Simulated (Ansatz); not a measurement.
**MgHBr: up Jacob's ladder to CCSD(T)**

One table from this session's results is given with a row withheld; the runs are named, their logs left out.

Computed with Ansatz 0.2.0, Gaussian basis. Level: functionals in def2-TZVPP, the program's frozen cores in correlated methods.

Plan: LDA (SPW92), PBE-D4, revPBE-D4, BLYP-D4, r2SCAN-D4, B97M-V, PBE0-D4, B3LYP-D4, r2SCANh-D4, r2SCAN0-D4, HSE06-D4, BHLYP-D4, CAM-B3LYP-D4, LC-ωPBE, ωB97X-V, ωB97M-V, B2PLYP, PBE-QIDH; CCSD(T)/def2-SVP; CCSD(T)/def2-TZVPP; CCSD(T)/def2-QZVPP; extrapolation to the limit; RPA on PBE.

## The geometry

All runs share one geometry, relaxed beforehand with PBE0-D4 in a triple-zeta def2 set.

SMILES `[MgH][Br]`, 3 atoms, charge 0, spin multiplicity 1.

Atoms are counted from 1 here; the program's logs count them from 0.

Bond lengths: Mg1–Br2 2.340 Å, Mg1–H3 1.686 Å. Angles: Br2–Mg1–H3 180.0°.

Coordinates:

```xyz
3

Mg   -0.1938    0.0127   -0.1047
Br    1.8496   -0.3569    0.9730
H    -1.6668    0.2794   -0.8814
```

Set-up of the first run:

Contents of in.yaml:

```yaml
crystal:
  periodic: [false, false, false]
  atoms:
    - {symbol: Mg, position_ang: [-0.193770, 0.012686, -0.104731]}
    - {symbol: Br, position_ang: [1.849643, -0.356890, 0.972980]}
    - {symbol: H, position_ang: [-1.666773, 0.279404, -0.881449]}
basis:
  gaussian: {orbitals: def2-TZVPP}
hamiltonian: {xc: lda}
output: {orbitals: {seedname: orbitals}}
```

The run is started by

```console
> ansatz run in.yaml --threads 2 --pin off --events-out ev --progress --plain --max-ram 20480MiB --backend cpu
```

Steps of the session up to this table: LDA; PBE-D4 (GGA); revPBE-D4 (GGA); BLYP-D4 (GGA); r2SCAN-D4 (meta-GGA); B97M-V (meta-GGA); B3LYP-D4 (hybrid); r2SCANh-D4 (hybrid); r2SCAN0-D4 (hybrid); HSE06-D4 (hybrid); BHLYP-D4 (hybrid); CAM-B3LYP-D4 (range-separated); LC-ωPBE (range-separated); ωB97X-V (range-separated); ωB97M-V (range-separated); B2PLYP (double hybrid); PBE-QIDH (double hybrid).

One table of the session follows, with a row left open; its other results are not shown here.

It belongs to the step «Frontier levels by functional». 

| functional | HOMO (eV) | gap (eV) |
| --- | --- | --- |
| LDA (SPW92) | -7.09 | 5.14 |
| PBE-D4 | -6.93 | 5.20 |
| revPBE-D4 | -6.88 | 5.27 |
| BLYP-D4 | -6.76 | 5.04 |
| r2SCAN-D4 | -7.26 | 6.02 |
| B97M-V | -7.28 | 5.64 |
| PBE0-D4 | -8.18 | 7.16 |
| B3LYP-D4 | -7.91 | 6.61 |
| r2SCANh-D4 | -7.72 | 6.68 |
| r2SCAN0-D4 | -8.38 | 7.64 |
| HSE06-D4 | ? | ? |
| BHLYP-D4 | -9.26 | 8.84 |
| CAM-B3LYP-D4 | -9.50 | 9.25 |
| LC-ωPBE | -10.91 | 11.76 |
| ωB97X-V | -10.54 | 11.25 |
| ωB97M-V | -10.40 | 10.76 |

**Question.** Estimate the row for HSE06-D4.

As computed: HOMO (eV): -7.78; gap (eV): 6.40. In the column «HOMO (eV)» it lies between B3LYP-D4 (-7.91) and r2SCANh-D4 (-7.72).
